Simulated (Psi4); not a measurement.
**CH2GeN (SMILES N#[C][GeH2]) at 3 levels**

Aim: a comparison of 3 runs (U-r2SCAN/def2-SVPD, UPBE/def2-SVPD, USVWN5/def2-SVPD) of CH2GeN. 

The calculation is run with Psi4 1.11.

### Step 1. Starting point

CH2GeN: 5 atoms, total charge 0, spin state doublet. As SMILES, `N#[C][GeH2]`. The Ge3–H4 distance was set to 2.301 Å, away from the relaxed value. At this shape a bond of the SMILES string is far longer than usual.

Bond lengths: N1–C2 1.154 Å, C2–Ge3 1.912 Å, Ge3–H5 1.534 Å. Angles: N1–C2–Ge3 175.5°, C2–Ge3–H5 108.2°. A long bond or contact: Ge3–H4 2.301 Å.

### Step 2. Energy and forces at U-r2SCAN/def2-SVPD (run 1)

Contents of job.dat:

```
memory 2.2 GB

molecule {
  0 2
  N      2.262210    -0.659595     1.271100
  C      1.509910    -0.166195     0.548300
  Ge     0.355610     0.611105    -0.762200
  H     -1.658900    -0.498000    -0.695900
  H      0.267210     2.118105    -0.491000
  symmetry c1
  no_reorient
  no_com
}

set globals {
  basis def2-SVPD
  reference uks
  puream true
  e_convergence 1e-09
  d_convergence 1e-08
  scf_type pk
  dft_radial_points 99
  dft_spherical_points 590
  maxiter 100
}

energy_value, wavefunction = gradient('r2scan', return_wfn=True)
print_variables()
```

Launch:

```console
$ psi4 -i job.dat -o job.out -n 1
```

job.out:

```text
[...]
  Running in c1 symmetry.
[...]
  Nuclear repulsion =  133.537571264364260
[...]
  Multiplicity = 2
[...]
  Nalpha       = 24
  Nbeta        = 23
[...]
    Number of basis functions: 94
[...]
   @UKS iter   1: -2168.89047346917187   -1.94005e+00   2.64647e-02 DIIS/ADIIS
[...]
   @UKS iter  21: -2170.54117339385220   -4.09273e-12   3.05833e-09 DIIS
[...]
   @S^2 Observed:                8.031016976E-01
[...]
  @UKS Final Energy: -2170.54117339385220
   => Energetics <=
    Nuclear Repulsion Energy =            133.5375712643642601
    One-Electron Energy =               -3284.8372477726643410
    Two-Electron Energy =                1072.6026929508120702
    DFT Exchange-Correlation Energy =     -91.8441898363645777
    Empirical Dispersion Energy =           0.0000000000000000
    VV10 Nonlocal Energy =                  0.0000000000000000
    Total Energy =                      -2170.5411733938522048
[...]
 Multipole Moments:
 ------------------------------------------------------------------------------------
     Multipole            Electronic (a.u.)      Nuclear  (a.u.)        Total (a.u.)
 ------------------------------------------------------------------------------------
 L = 1.  Multiply by 2.5417464519 to convert [e a0] to [Debye]
 Dipole X            :        -66.5299886           65.9188629           -0.6111257
 Dipole Y            :        -28.6346667           29.4062739            0.7716072
 Dipole Z            :         24.4566010          -25.3030549           -0.8464539
 Magnitude           :                                                    1.2982051
[...]
  -Total Gradient:
     Atom            X                  Y                   Z
    ------   -----------------  -----------------  -----------------
       1       -0.020651663291     0.014858963091    -0.018873089264
       2        0.019333943877    -0.017026867817     0.013298057166
       3        0.042704498706     0.030293227556     0.011839496195
       4       -0.041046706968    -0.023521315922    -0.000334311694
       5       -0.000183295226    -0.004554340683    -0.005912807453
[...]
```

It took 47 s on 1 thread of Intel Xeon 6975P-C (Granite Rapids), shared host; peak memory 1.2 GiB.

### Step 3. A single-point energy at UPBE/def2-SVPD (run 2)

Contents of job.json:

```json
{
 "schema_name": "qcschema_input",
 "schema_version": 1,
 "molecule": {
  "schema_name": "qcschema_molecule",
  "schema_version": 2,
  "symbols": ["N", "C", "Ge", "H", "H"],
  "geometry": [4.27495734, -1.2464539, 2.40203088, 2.85331637, -0.31406303, 1.03613683, 0.67200551, 1.15482108, -1.44034925, -3.13486667, -0.94108361, -1.31506041, 0.50495372, 4.00263835, -0.92785553],
  "molecular_charge": 0,
  "molecular_multiplicity": 2,
  "fix_symmetry": "c1"
 },
 "driver": "energy",
 "model": {
  "method": "pbe",
  "basis": "def2-SVPD"
 },
 "keywords": {
  "reference": "uks",
  "puream": true,
  "e_convergence": 1e-09,
  "d_convergence": 1e-08,
  "scf_type": "pk",
  "dft_radial_points": 99,
  "dft_spherical_points": 590,
  "maxiter": 100,
  "scf_properties": ["WIBERG_LOWDIN_INDICES", "DIPOLE", "QUADRUPOLE"]
 }
}
```

Launch:

```console
$ psi4 --qcschema job.json -n 1 --memory 2200MB
```

stdout:

```text
[...]
  Running in c1 symmetry.
[...]
  Nuclear repulsion =  133.537571411681768
[...]
  Multiplicity = 2
[...]
  Nalpha       = 24
  Nbeta        = 23
[...]
    Number of basis functions: 94
[...]
   @UKS iter   1: -2168.43814123791890   -1.74528e+00   2.70017e-02 DIIS/ADIIS
[...]
   @UKS iter  19: -2170.17913177253831   -3.18323e-12   9.08116e-09 DIIS
[...]
   @S^2 Observed:                7.614549262E-01
[...]
    Orbital Energies [Eh]
    ---------------------
    Alpha Occupied:
       1A   -397.079989     2A    -49.209951     3A    -43.838423
       4A    -43.836807     5A    -43.836188     6A    -14.016863
       7A     -9.940013     8A     -6.029009     9A     -4.250070
      10A     -4.245489    11A     -4.243291    12A     -1.154081
      13A     -1.152318    14A     -1.150477    15A     -1.149383
      16A     -1.147399    17A     -0.834724    18A     -0.563077
      19A     -0.405419    20A     -0.340288    21A     -0.337844
      22A     -0.322300    23A     -0.294144    24A     -0.230365
    Alpha Virtual:
      25A     -0.136452    26A     -0.054213    27A     -0.024914
[...]
  @UKS Final Energy: -2170.17913177253831
   => Energetics <=
    Nuclear Repulsion Energy =            133.5375714116817676
    One-Electron Energy =               -3284.3806865708711484
    Two-Electron Energy =                1072.1057287058501970
    DFT Exchange-Correlation Energy =     -91.4417453191989438
    Empirical Dispersion Energy =           0.0000000000000000
    VV10 Nonlocal Energy =                  0.0000000000000000
    Total Energy =                      -2170.1791317725383124
[...]
 Multipole Moments:
 ------------------------------------------------------------------------------------
     Multipole            Electronic (a.u.)      Nuclear  (a.u.)        Total (a.u.)
 ------------------------------------------------------------------------------------
 L = 1.  Multiply by 2.5417464519 to convert [e a0] to [Debye]
 Dipole X            :         -1.4280621            0.8512852           -0.5767769
 Dipole Y            :          2.3436049           -1.5897365            0.7538684
 Dipole Z            :         -4.4201923            3.5882435           -0.8319487
 Magnitude           :                                                    1.2621917
 L = 2.  Multiply by 1.3450342976 to convert [e a0^2] to [Debye ang]
 Quadrupole XX       :       -134.0347384          108.8709019          -25.1638365
 Quadrupole XY       :         55.5749836          -54.1436388            1.4313448
[...]
```

The result, in JSON:

```text
{
 "driver": "energy",
 "model": {
  "method": "pbe",
  "basis": "def2-SVPD"
 },
 "success": true,
 "return_result": -2170.1791317725383,
 "properties": {
  "calcinfo_nbasis": 94,
  "calcinfo_nmo": 94,
  "calcinfo_nalpha": 24,
  "calcinfo_nbeta": 23,
  "calcinfo_natom": 5,
  "nuclear_repulsion_energy": 133.53757141168177,
  "return_energy": -2170.1791317725383,
  "scf_one_electron_energy": -3284.380686570871,
  "scf_two_electron_energy": 1072.1057287058502,
  "scf_xc_energy": -91.44174531919894,
  "scf_dipole_moment": [-0.5767769459731652, 0.7538683837229461, -0.8319487361488664],
  "scf_total_energy": -2170.1791317725383,
  "scf_iterations": 19
 }
}
```

Run time: 17 s. Hardware: 1 thread of Intel Xeon 6975P-C (Granite Rapids), shared host; peak memory 1 GiB.

### Step 4. Energy and forces at USVWN5/def2-SVPD (run 3)

Contents of job.py:

```python
import psi4

psi4.set_memory(2200000000)
psi4.set_num_threads(1)
psi4.core.set_output_file('psi4.out', False)

m = psi4.geometry("""
0 2
N      2.262210    -0.659595     1.271100
C      1.509910    -0.166195     0.548300
Ge     0.355610     0.611105    -0.762200
H     -1.658900    -0.498000    -0.695900
H      0.267210     2.118105    -0.491000
symmetry c1
no_reorient
no_com
""")

psi4.set_options({
    'basis': 'def2-SVPD',
    'reference': 'uks',
    'puream': True,
    'e_convergence': 1e-09,
    'd_convergence': 1e-08,
    'scf_type': 'pk',
    'dft_radial_points': 99,
    'dft_spherical_points': 590,
    'maxiter': 100,
})

e_tot, wfn = psi4.gradient('scf', dft_functional={"name": "SVWN5", "x_functionals": {"LDA_X": {}}, "c_functionals": {"LDA_C_VWN": {}}}, return_wfn=True)
psi4.oeprop(wfn, 'MAYER_INDICES', 'DIPOLE', 'LOWDIN_CHARGES', title='SCF')
print('gradient / Eh bohr^-1')
print(e_tot.np.round(6))
print(f'energy = {wfn.energy():.10f} Eh')
```

Launch:

```console
$ python job.py
```

psi4.out:

```text
[...]
  Running in c1 symmetry.
[...]
  Nuclear repulsion =  133.537571264364260
[...]
  Multiplicity = 2
[...]
  Nalpha       = 24
  Nbeta        = 23
[...]
    Number of basis functions: 94
[...]
   @UKS iter   1: -2164.88772827740013   -1.71467e+00   2.70852e-02 ADIIS/DIIS
[...]
   @UKS iter  17: -2166.64486999085830   -5.45697e-12   9.53915e-09 DIIS
[...]
   @S^2 Observed:                7.552919830E-01
[...]
  @UKS Final Energy: -2166.64486999085830
   => Energetics <=
    Nuclear Repulsion Energy =            133.5375712643642601
    One-Electron Energy =               -3284.2287043236283353
    Two-Electron Energy =                1071.9002504693762603
    DFT Exchange-Correlation Energy =     -87.8539874009705528
    Empirical Dispersion Energy =           0.0000000000000000
    VV10 Nonlocal Energy =                  0.0000000000000000
    Total Energy =                      -2166.6448699908582967
[...]
  -Total Gradient:
     Atom            X                  Y                   Z
    ------   -----------------  -----------------  -----------------
       1       -0.024731874695     0.017221835544    -0.022809001499
       2        0.027507468135    -0.021087699193     0.022045917875
       3        0.039496042783     0.035467948815     0.006626412403
       4       -0.042659970108    -0.024223712594    -0.000290885716
       5        0.000387721516    -0.007378259738    -0.005572292411
[...]
 Multipole Moments:
 ------------------------------------------------------------------------------------
     Multipole            Electronic (a.u.)      Nuclear  (a.u.)        Total (a.u.)
 ------------------------------------------------------------------------------------
 L = 1.  Multiply by 2.5417464519 to convert [e a0] to [Debye]
 Dipole X            :        -66.6008084           65.9188629           -0.6819455
 Dipole Y            :        -28.6508303           29.4062739            0.7554436
 Dipole Z            :         24.4422172          -25.3030549           -0.8608377
 Magnitude           :                                                    1.3329615
[...]
```

Standard output:

```text
gradient / Eh bohr^-1
[[-0.024732  0.017222 -0.022809]
 [ 0.027507 -0.021088  0.022046]
 [ 0.039496  0.035468  0.006626]
 [-0.04266  -0.024224 -0.000291]
 [ 0.000388 -0.007378 -0.005572]]
energy = -2166.6448699909 Eh
```

Wall time 14 s (1 thread of Intel Xeon 6975P-C (Granite Rapids), shared host); peak memory 0.54 GiB.

### Step 5. The series

| run | level | task | energy (Eh) | dipole moment (D) | HOMO energy (eV) | LUMO energy (eV) | wall time |
| --- | --- | --- | --- | --- | --- | --- | --- |
| 1 | U-r2SCAN/def2-SVPD | gradient | -2170.541173 | 3.30 | -6.69 | -4.73 | 47 s |
| 2 | UPBE/def2-SVPD | energy | -2170.179132 | 3.21 | -6.27 | -5.09 | 17 s |
| 3 | USVWN5/def2-SVPD | gradient | -2166.644870 | 3.39 | -6.29 | -5.40 | 14 s |

### Step 6. What came out

| quantity | value |
| --- | --- |
| run 3: total energy | -2166.64487 Eh |
| run 3: dipole moment | 3.39 D |
| run 3: HOMO energy (highest over α and β) | -6.29 eV |
| run 3: LUMO energy (lowest over α and β) | -5.40 eV |
| run 3: ⟨S²⟩ | 0.755 |
| run 3: largest force on an atom | 2.751 eV/Å |

**Reading.** The dipole moment (its size) runs from 3.21 D (UPBE/def2-SVPD) to 3.39 D (USVWN5/def2-SVPD). Totals of different functionals can't be ranked against each other. All runs together took 78 s, the longest 47 s.
